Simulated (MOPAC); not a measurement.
**PM6-D3H4 run of OsF6 (osmium hexafluoride)**

Wanted: a structure relaxation of OsF6 (osmium hexafluoride). 

Program for the calculation: MOPAC 23.2.5.

7 further runs of the same task are left out: 1 that didn't finish, 6 set aside as unsound or not needed.

## Step 1: The molecule

The species is OsF6 (7 atoms), meant as a singlet with charge 0. SMILES: `[F][Os]([F])([F])([F])([F])[F]`. All atoms were displaced at random from a relaxed shape. The run starts from this shape.

Bond lengths: F1–Os2 1.841 Å, Os2–F3 1.829 Å, Os2–F4 1.825 Å, Os2–F5 1.807 Å, Os2–F6 1.826 Å, Os2–F7 1.814 Å. Some angles: F1–Os2–F3 89.2°, F1–Os2–F4 89.0°, F1–Os2–F5 178.3°, F1–Os2–F6 89.0°, F1–Os2–F7 90.1°, F3–Os2–F4 178.1°, F3–Os2–F5 92.0°, F3–Os2–F6 89.9°, F3–Os2–F7 90.4°, F4–Os2–F5 89.8°.

## Step 2: A geometry optimisation at PM6-D3H4

Input file mol.mop:

```
PM6-D3H4 DISP EF PRECISE CYCLES=300 MULLIK GNORM=0.01 AUX(PRECISION=9) THREADS=1
PM6-D3H4 optimise
[F][Os]([F])([F])([F])([F])[F]
F     -0.881665 1    -1.428216 1     0.713677 1
Os     0.013892 1     0.007844 1    -0.011808 1
F      1.481792 1    -0.439006 1     0.983303 1
F     -1.484936 1     0.417051 1    -0.969755 1
F      0.849348 1     1.448174 1    -0.713420 1
F     -0.597397 1     1.042585 1     1.363046 1
F      0.599965 1    -1.039889 1    -1.372071 1
```

On the command line:

```bash
mopac mol.mop
```

What values should one expect? Wanted: total energy at the end; dipole moment; HOMO energy; LUMO energy; HOMO–LUMO gap; dispersion energy; heat of formation.

**Answer.** As computed:

Level: PM6-D3H4.

```
               quantity            value
total energy at the end    -113.14470 Eh
          dipole moment           1.49 D
            HOMO energy         -8.80 eV
            LUMO energy         -2.18 eV
          HOMO–LUMO gap          6.62 eV
      dispersion energy     -1.91 kJ/mol
      heat of formation  -276.5 kcal/mol
```

What this shows: At the final geometry: Bond lengths: F1–Os2 1.868 Å, Os2–F3 1.875 Å, Os2–F4 1.838 Å, Os2–F5 1.868 Å, Os2–F6 1.838 Å, Os2–F7 1.875 Å. Some angles: F1–Os2–F3 101.3°, F1–Os2–F4 73.4°, F1–Os2–F5 131.3°, F1–Os2–F6 73.4°, F1–Os2–F7 101.3°, F3–Os2–F4 164.6°, F3–Os2–F5 101.3°, F3–Os2–F6 72.3°, F3–Os2–F7 123.2°, F4–Os2–F5 73.4°. The optimisation took 49 steps and changed the energy by -1.413 eV.
